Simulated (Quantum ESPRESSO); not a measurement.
Here is a Quantum ESPRESSO 7.5 calculation.

The input pw.in:

```
&CONTROL
  calculation = 'scf'
  prefix = 'pwscf'
  outdir = './tmp'
  pseudo_dir = './pseudo'
  tprnfor = .true.
  tstress = .true.
  disk_io = 'low'
/
&SYSTEM
  ibrav = 0
  celldm(1) = 8
  nat = 4
  ntyp = 3
  ecutwfc = 56
  ecutrho = 448
  nbnd = 28
  occupations = 'smearing'
  smearing = 'fd'
  degauss = 0.00367493
  nspin = 2
  starting_magnetization(1) = 0
  starting_magnetization(2) = 0.1538
  starting_magnetization(3) = 0
/
&ELECTRONS
  conv_thr = 8d-10
  electron_maxstep = 120
  mixing_beta = 0.3
/
ATOMIC_SPECIES
W    183.8400 w_pbesol_v1.2.uspp.F.UPF
V     50.9415 v_pbesol_v1.4.uspp.F.UPF
C     12.0110 c_pbesol_v1.2.uspp.F.UPF
CELL_PARAMETERS alat
  0.3583490287004   0.2068929081917   1.1654633578657
 -0.3583490287004   0.2068929081917   1.1654633578657
  0.0000000000000  -0.4137858163598   1.1654633578657
ATOMIC_POSITIONS crystal
W      0.0000000000    0.0000000000    0.0000000000
V      0.5000000000    0.5000000000    0.5000000000
C      0.2464940000    0.2464940000    0.2464940000
C      0.7535060000    0.7535060000    0.7535060000
K_POINTS automatic
10 10 10 0 0 0
```

File bands.in:

```
&CONTROL
  calculation = 'bands'
  prefix = 'pwscf'
  outdir = './tmp'
  pseudo_dir = './pseudo'
  disk_io = 'low'
  verbosity = 'high'
/
&SYSTEM
  ibrav = 0
  celldm(1) = 8
  nat = 4
  ntyp = 3
  ecutwfc = 56
  ecutrho = 448
  nbnd = 28
  occupations = 'smearing'
  smearing = 'fd'
  degauss = 0.00367493
  nspin = 2
  starting_magnetization(1) = 0
  starting_magnetization(2) = 0.1538
  starting_magnetization(3) = 0
/
&ELECTRONS
  conv_thr = 1d-08
  electron_maxstep = 120
  mixing_beta = 0.3
  diago_full_acc = .true.
  startingwfc = 'random'
/
ATOMIC_SPECIES
W    183.8400 w_pbesol_v1.2.uspp.F.UPF
V     50.9415 v_pbesol_v1.4.uspp.F.UPF
C     12.0110 c_pbesol_v1.2.uspp.F.UPF
CELL_PARAMETERS alat
  0.3583490287004   0.2068929081917   1.1654633578657
 -0.3583490287004   0.2068929081917   1.1654633578657
  0.0000000000000  -0.4137858163598   1.1654633578657
ATOMIC_POSITIONS crystal
W      0.0000000000    0.0000000000    0.0000000000
V      0.5000000000    0.5000000000    0.5000000000
C      0.2464940000    0.2464940000    0.2464940000
C      0.7535060000    0.7535060000    0.7535060000
K_POINTS crystal
60
 0.0000000000  0.0000000000  0.0000000000 1
 0.0625000000  0.0000000000  0.0000000000 1
 0.1250000000  0.0000000000  0.0000000000 1
 0.1875000000  0.0000000000  0.0000000000 1
 0.2500000000  0.0000000000  0.0000000000 1
 0.3125000000  0.0000000000  0.0000000000 1
 0.3750000000  0.0000000000  0.0000000000 1
 0.4375000000  0.0000000000  0.0000000000 1
 0.5000000000  0.0000000000  0.0000000000 1
 0.5000000000  0.0375351074 -0.0375351074 1
 0.5000000000  0.0750702148 -0.0750702148 1
 0.5000000000  0.1126053222 -0.1126053222 1
 0.5000000000  0.1501404296 -0.1501404296 1
 0.5000000000  0.1876755371 -0.1876755371 1
 0.8123244629  0.5000000000  0.1876755371 1
 0.7776217448  0.5000000000  0.2223782552 1
 0.7429190267  0.5000000000  0.2570809733 1
 0.7082163086  0.5000000000  0.2917836914 1
 0.6735135905  0.5000000000  0.3264864095 1
 0.6388108724  0.5000000000  0.3611891276 1
 0.6041081543  0.5000000000  0.3958918457 1
 0.5694054362  0.5000000000  0.4305945638 1
 0.5347027181  0.5000000000  0.4652972819 1
 0.5000000000  0.5000000000  0.5000000000 1
 0.3750000000  0.3750000000  0.3750000000 1
 0.2500000000  0.2500000000  0.2500000000 1
 0.1250000000  0.1250000000  0.1250000000 1
 0.0000000000  0.0000000000  0.0000000000 1
 0.0312579790  0.0000000000 -0.0312579790 1
 0.0625159579  0.0000000000 -0.0625159579 1
 0.0937739369  0.0000000000 -0.0937739369 1
 0.1250319158  0.0000000000 -0.1250319158 1
 0.1562898948  0.0000000000 -0.1562898948 1
 0.1875478737  0.0000000000 -0.1875478737 1
 0.2188058527  0.0000000000 -0.2188058527 1
 0.2500638317  0.0000000000 -0.2500638317 1
 0.2813218106  0.0000000000 -0.2813218106 1
 0.3125797896  0.0000000000 -0.3125797896 1
 0.3438377685  0.0000000000 -0.3438377685 1
 0.6561622315  0.3438377685  0.0000000000 1
 0.6249297852  0.3750702148  0.0000000000 1
 0.5936973389  0.4063026611  0.0000000000 1
 0.5624648926  0.4375351074  0.0000000000 1
 0.5312324463  0.4687675537  0.0000000000 1
 0.5000000000  0.5000000000  0.0000000000 1
 0.6561622315  0.6561622315  0.1876755371 1
 0.6405460083  0.6405460083  0.2189079834 1
 0.6249297852  0.6249297852  0.2501404296 1
 0.6093135620  0.6093135620  0.2813728759 1
 0.5936973389  0.5936973389  0.3126053222 1
 0.5780811157  0.5780811157  0.3438377685 1
 0.5624648926  0.5624648926  0.3750702148 1
 0.5468486694  0.5468486694  0.4063026611 1
 0.5312324463  0.5312324463  0.4375351074 1
 0.5156162231  0.5156162231  0.4687675537 1
 0.5000000000  0.5000000000  0.5000000000 1
 0.5000000000  0.0000000000  0.0000000000 1
 0.6041081543  0.1146125895  0.1146125895 1
 0.7082163086  0.2292251790  0.2292251790 1
 0.8123244629  0.3438377685  0.3438377685 1
```

Potentials or basis: GBRV 1.5 PBEsol.

Command:

```sh
$ OMP_NUM_THREADS=1 mpirun -n 2 pw.x -nk 2 -in pw.in > pw.out
$ OMP_NUM_THREADS=1 mpirun -n 2 pw.x -nk 2 -in bands.in > bands.out
```

(1) Predict the absolute moment.

(2) Estimate the largest force.

(3) What does it give for the net moment?

(4) Estimate the band gap on the k mesh.

Answers

(1) 0.00 μB per cell.

(2) 0.072 eV/Å.

(3) 0.00 μB per cell.

(4) none (metal or under the smearing width).

Caveat: spin-orbit coupling is left out, which moves the levels of the heavy elements.
